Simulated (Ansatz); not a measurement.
Crystal: GeSb2Te4.

```
CELL_PARAMETERS angstrom
2.15929 1.24667 13.22804
-2.15929 1.24667 13.22804
0.00000 -2.49333 13.22804
ATOMIC_POSITIONS crystal
Te 0.70897 0.70897 0.70897
Te 0.29103 0.29103 0.29103
Te 0.56968 0.56968 0.56968
Te 0.43032 0.43032 0.43032
Sb 0.85941 0.85941 0.85941
Sb 0.14059 0.14059 0.14059
Ge 0.00000 0.00000 0.00000
```

The cell is a database's computed one.

```yaml
Program: Ansatz 0.2.0
Task: relaxation of cell and atoms
Functional: PBEsol
Potentials_or_basis: Ansatz PAW
Cutoff: "420 eV (not typed: the program's choice for these potentials)"
k_mesh: 7 × 7 × 7
Occupations: fermi-dirac, width 0.05 eV
Spin: no spin polarisation
```

At the start: volume 30.52 Å³/atom.

Where does the relaxation end?

It ends after 6 steps and the volume is 28.85 Å³/atom (-5.5 %); space group R-3m (No. 166, to 0.05 Å).

Step by step:
| step | energy change (eV) | largest force (eV/Å) | volume (Å³) |
| --- | --- | --- | --- |
| 1 | 0.0000 | 0.1080 | 213.65 |
| 2 | -0.0648 | 0.2771 | 195.97 |
| 3 | -0.1072 | 0.0549 | 202.75 |
| 4 | -0.1084 | 0.0257 | 202.13 |
| 5 | -0.1086 | 0.0041 | 201.95 |
| 6 | -0.1063 | 0.0040 | 201.95 |

Final structure:
```
CELL_PARAMETERS angstrom
2.12146 1.22482 12.95374
-2.12146 1.22482 12.95374
0.00000 -2.44965 12.95374
ATOMIC_POSITIONS crystal
Te 0.70820 0.70820 0.70820
Te 0.29180 0.29180 0.29180
Te 0.57043 0.57043 0.57043
Te 0.42957 0.42957 0.42957
Sb 0.85857 0.85857 0.85857
Sb 0.14143 0.14143 0.14143
Ge 0.00000 0.00000 0.00000
```

Caveat: the plane-wave basis is chosen anew once the cell has moved, so the energies of steps on either side of that aren't comparable; the PAW data sets come from PBE, with cores solved anew for the run's functional, which leaves a small shift of forces and pressure.
